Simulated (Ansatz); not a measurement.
**H5OSSi2 radical: small, medium and large basis sets**

One table from this session's results is given with a row withheld; the runs are named, their logs left out.

Computed with Ansatz 0.2.0, Gaussian basis. Level: one geometry, several basis sets.

The runs, in order: PBE0-D4/def2-SVP; ωB97M-V/def2-SVP; PBE0-D4/def2-QZVPP; ωB97M-V/def2-QZVPP; the functionals' def2-TZVPP values are taken from earlier runs.

### Structure used throughout

All runs share one geometry, relaxed beforehand with PBE0-D4 in a triple-zeta def2 set.

9 atoms, charge 0, spin multiplicity 2.

Atoms are counted from 1 here; the program's logs count them from 0.

Bond lengths: O1–Si2 1.638 Å, O1–H5 0.959 Å, Si2–S3 2.143 Å, Si2–H6 1.486 Å, Si2–H7 1.476 Å, S3–Si4 2.129 Å, Si4–H8 1.495 Å, Si4–H9 1.489 Å. Angles: Si2–O1–H5 118.0°, O1–Si2–S3 112.9°, O1–Si2–H6 111.4°, O1–Si2–H7 105.8°, S3–Si2–H6 107.3°, S3–Si2–H7 107.2°, H6–Si2–H7 112.2°, Si2–S3–Si4 97.0°, S3–Si4–H8 110.2°, S3–Si4–H9 107.5°, H8–Si4–H9 109.8°.

Geometry (Å):

```xyz
9
charge 0, multiplicity 2
O    -0.38547    1.72079   -1.01447
Si   -1.12068    0.63340   -0.03411
S    -0.62508   -1.39484   -0.51755
Si    1.12419   -1.52919    0.68918
H     0.57251    1.71706   -1.05119
H    -0.75347    0.85213    1.38887
H    -2.56932    0.79604   -0.26667
H     1.86774   -0.23203    0.66674
H     1.97797   -2.60967    0.12220
```

Set-up of the first run:

File in.yaml:

```yaml
crystal:
  periodic: [false, false, false]
  atoms:
    - {symbol: O, position_ang: [-0.385471, 1.720789, -1.014473]}
    - {symbol: Si, position_ang: [-1.120676, 0.633405, -0.034110]}
    - {symbol: S, position_ang: [-0.625083, -1.394842, -0.517548]}
    - {symbol: Si, position_ang: [1.124192, -1.529185, 0.689181]}
    - {symbol: H, position_ang: [0.572514, 1.717060, -1.051188]}
    - {symbol: H, position_ang: [-0.753468, 0.852130, 1.388868]}
    - {symbol: H, position_ang: [-2.569315, 0.796041, -0.266668]}
    - {symbol: H, position_ang: [1.867739, -0.232026, 0.666740]}
    - {symbol: H, position_ang: [1.977966, -2.609672, 0.122197]}
basis:
  gaussian: {orbitals: def2-SVP}
magnetization: {spin_polarized: true, initial_magnetization: 1}
hamiltonian: {xc: pbe0, dispersion: d4}
output: {orbitals: {seedname: orbitals}}
```

Steps of the session up to this table: PBE0-D4 in def2-SVP; ωB97M-V in def2-SVP; PBE0-D4 in def2-QZVPP; ωB97M-V in def2-QZVPP.

One of the session's tables, all rows but one given; the rest of the session is left out.

It belongs to the step «Functionals by basis». 

| functional | basis | HOMO (eV) | LUMO (eV) |
| --- | --- | --- | --- |
| PBE0-D4 | def2-SVP | ? | ? |
| PBE0-D4 | def2-TZVPP | -6.12 | -2.67 |
| PBE0-D4 | def2-QZVPP | -6.14 | -2.70 |
| ωB97M-V | def2-SVP | -7.82 | -0.99 |
| ωB97M-V | def2-TZVPP | -7.88 | -1.09 |
| ωB97M-V | def2-QZVPP | -7.91 | -1.15 |

Estimate the missing values for PBE0-D4, def2-SVP.

**Answer.** HOMO (eV): -6.09; LUMO (eV): -2.65. In the column «HOMO (eV)» it is the highest.
